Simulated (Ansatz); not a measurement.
This was printed by a script on Ansatz's Python interface, for a single point in a Gaussian basis of CH7BClPSi, SMILES B[Si](C)(P)Cl. What did the script look like? Level of theory: MP2, 6-31G* basis, multiplicity 1.

`ch7bclpsi.xyz`
```text
12

B    -0.81750    1.73330    0.33430
Si    0.02880    0.27670   -0.51930
C     1.19220   -0.49030    0.67930
P    -1.39220   -1.20890   -1.13700
Cl    1.08460    0.94020   -2.21930
H    -1.51590    1.62090    1.29190
H    -0.73610    2.86380   -0.13200
H     0.70720   -0.82960    1.57830
H     1.74060   -1.33320    0.25350
H     1.98050    0.26290    1.02550
H    -0.48250   -2.24780   -1.36600
H    -1.71280   -1.64330    0.24480
```

Running `python energy.py` prints:
```text
reference energy    -31449.837966 eV
total energy        -31463.864975 eV
occupied orbitals outside the frozen core (up, down): [15, 15]  frozen: 17  virtual: [69, 69]
correlation energy -14.02701 eV
<S^2> = 0.0  all-electron relativity setting: none
passes: {'evaluations': 12, 'products': 40}
occupied orbitals by irrep: [{'A': 32}, {'A': 32}]
largest force 2.9628 eV/A, rms 0.9367
dipole (D): 0.148 -0.903 2.716, length 2.866
atom  Mulliken   Lowdin
B       -0.048   -0.134
Si       0.529   -0.049
C       -0.723   -0.510
P       -0.109    0.054
Cl      -0.306   -0.014
H        0.008    0.054
H        0.019    0.058
H        0.201    0.161
H        0.202    0.161
H        0.183    0.161
H        0.030    0.028
H        0.014    0.030
```

The script that was run (others could print the same):

`energy.py`:
```python
import warnings

import ansatz as az
import numpy as np


def main() -> None:
    warnings.simplefilter("ignore", az.DeckWarning)

    ch7bclpsi = az.Crystal.molecule_from_extxyz("ch7bclpsi.xyz")

    setup = (
        ch7bclpsi.calculation()
        .basis(gaussian="6-31G*")
        .correlation("mp2")
        .forces()
    )
    outcome = setup.run(threads=1, pin="off")
    r = outcome.report

    print("reference energy %16.6f eV" % r["reference_energy_ev"])
    print("total energy     %16.6f eV" % r["free_energy_ev"])
    print("occupied orbitals outside the frozen core (up, down):", r["n_occupied"], " frozen:", r["n_frozen"], " virtual:", r["n_virtual"])

    print("correlation energy", round(r["free_energy_ev"] - r["reference_energy_ev"], 5), "eV")
    cluster = r["correlation"].get("coupled_cluster")
    if cluster:
        print("cycles", cluster["cycles"], " T1 diagnostic", round(cluster["t1_diagnostic"], 4), " largest double", round(cluster["largest_double"], 4))

    field = r["mean_field"]
    print("<S^2> =", round(abs(field["state"]["spin_squared"]), 4), " all-electron relativity setting:", field["relativity"])
    print("passes:", field["passes"])
    if "symmetry" in field:
        print("occupied orbitals by irrep:", field["symmetry"]["occupied"])

    symbols = [site.symbol for site in ch7bclpsi.cartesian_sites]
    forces = np.array(r["forces_ev_ang"])
    print("largest force", round(float(np.linalg.norm(forces, axis=1).max()), 4), "eV/A, rms", round(float(np.sqrt((forces ** 2).mean())), 4))

    charges = r["charge_distribution"]
    dipole = np.array(charges["dipole_moment_e_ang"]) * 4.803205
    print("dipole (D): {:.3f} {:.3f} {:.3f}, length {:.3f}".format(*dipole, np.linalg.norm(dipole)))
    print("atom  Mulliken   Lowdin")
    for symbol, m, l in zip(symbols, charges["mulliken_charges_e"], charges["lowdin_charges_e"]):
        print(f"{symbol:4s} {m:9.3f} {l:8.3f}")


if __name__ == "__main__":
    main()
```

Caveats:
- The settings weren't tested for convergence.
- The geometry is a force-field or estimated start, not a minimum of this method, and the basis set is short of its limit.
- The Löwdin charges here are taken after orthogonalising the functions within each atom; they differ from plain Löwdin charges, and their signs can be unphysical.
- Inner cores stay frozen, so this is valence correlation.
- S² is that of the Hartree-Fock reference.
- Run time: 7.3 s on 1 thread of Intel(R) Xeon(R) Platinum 8488C (Sapphire Rapids), on a shared host, peak memory 0.3 GiB.

(Lines on the test bed's own set-up are left out of the output.)
